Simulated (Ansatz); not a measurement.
# TiGe8Mo3: the cost of one run

Computed with Ansatz 0.2.0 (DFT PBE, scalar-relativistic, plane waves, PAW, unless a step's input says otherwise).

### 1 The starting structure

Symmetry: C2/m, No. 12, monoclinic system. Conventional cell: a = 9.463 Å, b = 9.456 Å, c = 4.799 Å, α = 90.00°, β = 119.51°, γ = 90.00°. Around Ti (site symmetry 2/m) lie 10 Ge at 2.73 to 2.81 Å. Ge (site symmetry 1) has 5 Ge at 2.69 to 2.79 Å and 4 Mo at 2.71 to 2.83 Å and 1 Ti at 2.73 Å in its first shell of neighbours. Ge (site symmetry m) has 5 Ge at 2.71 to 2.78 Å and 4 Mo at 2.71 to 2.83 Å and 1 Ti at 2.73 Å in its first shell of neighbours. Around Ge (site symmetry m) lie 5 Ge at 2.71 to 2.80 Å and 3 Mo at 2.72 to 2.73 Å and 2 Ti at 2.74 to 2.81 Å. Mo (site symmetry -1) has 10 Ge at 2.72 to 2.83 Å in its first shell of neighbours. Mo (site symmetry 2/m) has 10 Ge at 2.71 to 2.83 Å in its first shell of neighbours.

As a file:

```cif
data_structure
_symmetry_space_group_name_H-M 'P 1'
_symmetry_Int_Tables_number 1
_cell_length_a 6.6889
_cell_length_b 6.6889
_cell_length_c 4.7985
_cell_angle_alpha 110.395
_cell_angle_beta 110.395
_cell_angle_gamma 89.957
_cell_volume 186.83
loop_
_atom_site_label
_atom_site_type_symbol
_atom_site_fract_x
_atom_site_fract_y
_atom_site_fract_z
_atom_site_occupancy
Ti1 Ti 0.00000 0.00000 0.00000 1
Ge1 Ge 0.82951 0.33151 0.32247 1
Ge2 Ge 0.33199 0.33199 0.32320 1
Ge3 Ge 0.33151 0.82951 0.32247 1
Ge4 Ge 0.83006 0.83006 0.32619 1
Ge5 Ge 0.66849 0.17049 0.67753 1
Ge6 Ge 0.16994 0.16994 0.67381 1
Ge7 Ge 0.17049 0.66849 0.67753 1
Ge8 Ge 0.66801 0.66801 0.67680 1
Mo1 Mo 0.50000 0.00000 0.00000 1
Mo2 Mo 0.00000 0.50000 0.00000 1
Mo3 Mo 0.50000 0.50000 0.00000 1
```

The start is the relaxed end of an invented cell (made as: elements ordered on the sites of the Ge2Mo type, Ti/Mo on Mo (C2/m, No. 12)), taken up again for a closer look.

### 2 Probe: one point on a coarse mesh

input.yaml

```yaml
crystal:
  lattice:
    - [4.7315603, -4.7279762, 0.0]
    - [4.7315603, 4.7279762, 0.0]
    - [-2.3639818, 0.0, 4.1758406]
  atoms:
    - { symbol: Ti, position: [0.0, 0.0, 0.0] }
    - { symbol: Ge, position: [0.829511, 0.331512, 0.322474] }
    - { symbol: Ge, position: [0.331989, 0.331989, 0.323196] }
    - { symbol: Ge, position: [0.331512, 0.829511, 0.322474] }
    - { symbol: Ge, position: [0.830061, 0.830061, 0.326194] }
    - { symbol: Ge, position: [0.668488, 0.170489, 0.677526] }
    - { symbol: Ge, position: [0.169939, 0.169939, 0.673806] }
    - { symbol: Ge, position: [0.170489, 0.668488, 0.677526] }
    - { symbol: Ge, position: [0.668011, 0.668011, 0.676804] }
    - { symbol: Mo, position: [0.5, 0.0, 0.0] }
    - { symbol: Mo, position: [0.0, 0.5, 0.0] }
    - { symbol: Mo, position: [0.5, 0.5, 0.0] }
basis:
  ecutwfc: 420
kpoints:
  mp_grid: { grid: [4, 4, 4] }
hamiltonian:
  xc: pbe
scf:
  occupations: { method: gaussian, width: 0.1 }
  lower_state_search: "off"
output:
  forces: true
  stress: true
  eigenvalues: true
```

Launch:

```sh
$ ansatz run input.yaml --threads 4 --pin off --max-ram 8192MiB --backend cpu --events-out ev --progress --plain --runs-dir out
```

Q: Estimate wall time and peak memory on 4 threads of Intel Xeon Platinum 8259CL at 2.50GHz (Skylake/Cascade Lake), shared host.

About 7 s, with a peak of 0.99 GiB.
